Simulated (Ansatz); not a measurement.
**ZnC: from a guess to a relaxed structure**

Aim: relax a trial structure of ZnC and see where it ends.

Method: DFT PBE, scalar-relativistic, plane waves, PAW, in Ansatz 0.2.0.

## 1. Starting point

It takes space group Pmmn (No. 59, orthorhombic). Conventional cell: a = 2.690 Å, b = 3.858 Å, c = 5.876 Å, α = 90.00°, β = 90.00°, γ = 90.00°. Zn (site symmetry mm2) has 1 C at 1.74 Å as nearest neighbours. C (site symmetry mm2) is surrounded by 1 Zn at 1.74 Å.

Coordinates:

```cif
data_structure
_symmetry_space_group_name_H-M 'Pmmn:1'
_symmetry_Int_Tables_number 59
_cell_length_a 2.6905
_cell_length_b 3.8581
_cell_length_c 5.8762
_cell_angle_alpha 90.000
_cell_angle_beta 90.000
_cell_angle_gamma 90.000
_cell_volume 61.00
loop_
_atom_site_label
_atom_site_type_symbol
_atom_site_symmetry_multiplicity
_atom_site_Wyckoff_symbol
_atom_site_fract_x
_atom_site_fract_y
_atom_site_fract_z
_atom_site_occupancy
Zn1 Zn 2 b 0.00000 0.50000 0.42437 1
C1 C 2 b 0.00000 0.50000 0.72066 1
```

Recipe of the guess: random cell by space group and Wyckoff sites (Pmmn, No. 59). Its size is a rough estimate.

## 2. A first look at the guess

input.yaml reads:

```yaml
crystal:
  lattice:
    - [2.69049229, 0.0, 0.0]
    - [0.0, 3.85807351, 0.0]
    - [0.0, 0.0, 5.8761947]
  atoms:
    - { symbol: Zn, position: [0.0, 0.5, 0.42436677] }
    - { symbol: Zn, position: [0.5, 0.0, 0.57563323] }
    - { symbol: C, position: [0.0, 0.5, 0.72066237] }
    - { symbol: C, position: [0.5, 0.0, 0.27933763] }
basis:
  ecutwfc: 420
kpoints:
  mp_grid: { grid: [6, 4, 4] }
hamiltonian:
  xc: pbe
scf:
  occupations: { method: gaussian, width: 0.1 }
  lower_state_search: "off"
output:
  forces: true
  stress: true
  eigenvalues: true
```

Command:

```console
$ ansatz run input.yaml --threads 1 --pin off --max-ram 2560MiB --backend cpu --events-out ev --progress --plain --runs-dir out
```

The session goes on with these runs: spin check on a coarse mesh; rough relaxation on the coarse mesh; another rough relaxation; full relaxation.

**Question.** What will these runs give? Wanted: conventional cell; volume; energy over the elements; gap on the mesh.

The runs gave:

| quantity | value |
| --- | --- |
| symmetry at the end (tolerance 0.05 Å) | space group Fm-3m (No. 225) |
| conventional cell | a = 4.390 Å, b = 4.390 Å, c = 4.390 Å, α = 90.00°, β = 90.00°, γ = 90.00° |
| volume | 10.58 Å³/atom |
| energy over the elements | +1.64 eV/atom |
| gap on the mesh | none (metal) |

The symmetry goes from space group Pmmn (No. 59) to space group Fm-3m (No. 225) (read at 0.05 Å; 0.001 Å gives Immm (No. 71)), and the volume per atom shrinks by 30.6 % from the first guess. The formation energy is positive, so the separate elements lie lower. No finished test with a distortion of lower symmetry is shown, so the end may be a saddle point. Other magnetic orders were not searched.
